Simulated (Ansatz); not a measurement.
**Ge₂H₈N₂O: relaxing the structure**

What shape does Ge₂H₈N₂O take? The plan is to relax it.

Method: RKS PBE0-D4/def2-TZVP; program: Ansatz 0.2.0, Gaussian basis.

The runs, in order: relaxation at PBE0-D4/def2-TZVP.

1 further run of the same task is left out (set aside as unsound or not needed).

**1. The starting structure**

SMILES `[NH2][GeH2][O][GeH2][NH2]`, 13 atoms, charge 0, spin multiplicity 1.

Atoms are counted from 1 here; the program's logs count them from 0.

Bond lengths: N1–Ge2 1.811 Å, N1–H6 1.010 Å, N1–H7 1.012 Å, Ge2–O3 1.727 Å, Ge2–H8 1.505 Å, Ge2–H9 1.510 Å, O3–Ge4 1.756 Å, Ge4–N5 1.799 Å, Ge4–H10 1.501 Å, Ge4–H11 1.495 Å, N5–H12 1.012 Å, N5–H13 1.012 Å. Angles: Ge2–N1–H6 116.6°, Ge2–N1–H7 115.8°, H6–N1–H7 108.4°, N1–Ge2–O3 107.0°, N1–Ge2–H8 106.7°, N1–Ge2–H9 118.1°, O3–Ge2–H8 109.5°, O3–Ge2–H9 102.8°, H8–Ge2–H9 112.3°, Ge2–O3–Ge4 144.0°, O3–Ge4–N5 114.1°, O3–Ge4–H10 108.4°, O3–Ge4–H11 102.3°, N5–Ge4–H10 108.0°, N5–Ge4–H11 109.4°, H10–Ge4–H11 114.6°, Ge4–N5–H12 116.2°, Ge4–N5–H13 116.4° and more.

Geometry (Å):

```
N     1.01738   -1.86576   -0.57431
Ge    1.29694   -0.79004    0.85586
O    -0.13675    0.14931    1.06814
Ge   -1.49230    0.88146    0.22543
N    -1.01534    2.00354   -1.09771
H     1.77784   -2.47760   -0.83462
H     0.16366   -2.40858   -0.55599
H     2.44456    0.11629    0.49847
H     1.47771   -1.43658    2.20871
H    -2.32662   -0.21336   -0.37258
H    -2.16553    1.65412    1.31411
H    -0.45954    2.80395   -0.82613
H    -0.58202    1.58325   -1.90938
```

The start is a GFN2-xTB geometry.

**2. Optimising with PBE0-D4/def2-TZVP**

in.yaml

```yaml
crystal:
  periodic: [false, false, false]
  atoms:
    - {symbol: N, position_ang: [1.017380, -1.865760, -0.574310]}
    - {symbol: Ge, position_ang: [1.296940, -0.790040, 0.855860]}
    - {symbol: O, position_ang: [-0.136750, 0.149310, 1.068140]}
    - {symbol: Ge, position_ang: [-1.492300, 0.881460, 0.225430]}
    - {symbol: N, position_ang: [-1.015340, 2.003540, -1.097710]}
    - {symbol: H, position_ang: [1.777840, -2.477600, -0.834620]}
    - {symbol: H, position_ang: [0.163660, -2.408580, -0.555990]}
    - {symbol: H, position_ang: [2.444560, 0.116290, 0.498470]}
    - {symbol: H, position_ang: [1.477710, -1.436580, 2.208710]}
    - {symbol: H, position_ang: [-2.326620, -0.213360, -0.372580]}
    - {symbol: H, position_ang: [-2.165530, 1.654120, 1.314110]}
    - {symbol: H, position_ang: [-0.459540, 2.803950, -0.826130]}
    - {symbol: H, position_ang: [-0.582020, 1.583250, -1.909380]}
basis:
  gaussian: {orbitals: def2-TZVP}
hamiltonian: {xc: pbe0, dispersion: d4}
relax: {f_tol: 0.005, max_steps: 150}
```

Command:

```
> ansatz run in.yaml --threads 2 --pin off --events-out ev --progress --plain --max-ram 32768MiB --backend cuda --devices 0, --max-vram 18GiB
```

Before running them: what should the planned runs give, taken together? Wanted: point group; shift from the start; total energy; dispersion term; dipole moment.

**Answer**, as computed:

| quantity | value |
| --- | --- |
| point group | C1 |
| steps | 20 |
| shift from the start (rms) | 0.491 Å |
| total energy | -118178.2706 eV |
| dispersion term | -266 meV |
| dipole moment | 2.51 D |

**Reading.** The relaxed geometry lies 0.49 Å (rms) from the start; the bond that changed most is Ge4–H11, from 1.495 to 1.534 Å. No vibrations were run, so it is not proven to be a minimum. The largest Mulliken charge, -0.67 e, sits on N1.
